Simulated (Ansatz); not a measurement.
# GdO: the cost of one run

Computed with Ansatz 0.2.0 (DFT r²SCAN+U (U_eff = 2.5 eV on Gd f, around-mean-field double counting), plane waves, PAW, no spin–orbit coupling unless a run says so, unless a step's input says otherwise).

## Step 1: The structure to begin with

Symmetry: Pm-3m, No. 221, cubic system. The conventional cell has a = 2.802 Å, b = 2.802 Å, c = 2.802 Å, α = 90.00°, β = 90.00°, γ = 90.00°. Around Gd (site symmetry m-3m) lie 8 O at 2.43 Å. Around O (site symmetry m-3m) lie 8 Gd at 2.43 Å.

Structure file:

```
CELL_PARAMETERS angstrom
2.80181 0.00000 0.00000
0.00000 2.80181 0.00000
0.00000 0.00000 2.80181
ATOMIC_POSITIONS crystal
Gd 0.00000 0.00000 0.00000
O 0.50000 0.50000 0.50000
```

Magnetic order typed: ferromagnetic.

An earlier series on this cell reached its lowest free state from «natural orbitals of the symmetric run, filled by rank», perhaps among other starts.

## Step 2: Random orbitals: single harmonics, second filling

File input.yaml:

```yaml
crystal:
  lattice:
    - [2.80181376, 0.0, 0.0]
    - [0.0, 2.80181376, 0.0]
    - [0.0, 0.0, 2.80181376]
  atoms:
    - { symbol: Gd, position: [0.0, 0.0, 0.0], spin: 3.0 }
    - { symbol: O, position: [0.5, 0.5, 0.5] }
basis:
  ecutwfc: 500
  ecutrho_ratio: 4
kpoints:
  mp_grid: { grid: [7, 7, 7] }
hamiltonian:
  xc: r2scan
  hubbard:
    sites:
      - { site: 0, l: f, u_eff: 2.5, starting_ns: [{ spin: up, occupation_matrix: s0up }, { spin: down, occupation_matrix: s0down }] }
    double_counting: amf
    occupation_matrices:
      s0up:
        matrix:
          - [0.97, 0.0, 0.0, 0.0, 0.0, 0.0, 0.0]
          - [0.0, 0.97, 0.0, 0.0, 0.0, 0.0, 0.0]
          - [0.0, 0.0, 0.97, 0.0, 0.0, 0.0, 0.0]
          - [0.0, 0.0, 0.0, 0.02, 0.0, 0.0, 0.0]
          - [0.0, 0.0, 0.0, 0.0, 0.02, 0.0, 0.0]
          - [0.0, 0.0, 0.0, 0.0, 0.0, 0.97, 0.0]
          - [0.0, 0.0, 0.0, 0.0, 0.0, 0.0, 0.97]
      s0down:
        matrix:
          - [0.02, 0.0, 0.0, 0.0, 0.0, 0.0, 0.0]
          - [0.0, 0.02, 0.0, 0.0, 0.0, 0.0, 0.0]
          - [0.0, 0.0, 0.97, 0.0, 0.0, 0.0, 0.0]
          - [0.0, 0.0, 0.0, 0.02, 0.0, 0.0, 0.0]
          - [0.0, 0.0, 0.0, 0.0, 0.02, 0.0, 0.0]
          - [0.0, 0.0, 0.0, 0.0, 0.0, 0.97, 0.0]
          - [0.0, 0.0, 0.0, 0.0, 0.0, 0.0, 0.02]
    ns_hold: { iters: 5 }
scf:
  occupations: { method: gaussian, width: 0.05 }
  lower_state_search: "off"
  max_iter: 150
output:
  forces: true
  stress: true
  eigenvalues: true
  populations: true
  hubbard: { sites: [{ site: 0, l: f }] }
magnetization:
  spin_polarized: true
```

The typed matrices put 0.97 on the chosen orbitals and 0.02 on the others, and are held for 5 cycles.

Started as:

```console
ansatz run input.yaml --threads 2 --pin off --max-ram 3072MiB --backend cpu --events-out ev --progress --plain --runs-dir out
```

What time and memory should one allow on 2 threads of Arm Neoverse V1, shared host?

About 54 s, with a peak of 0.53 GiB.
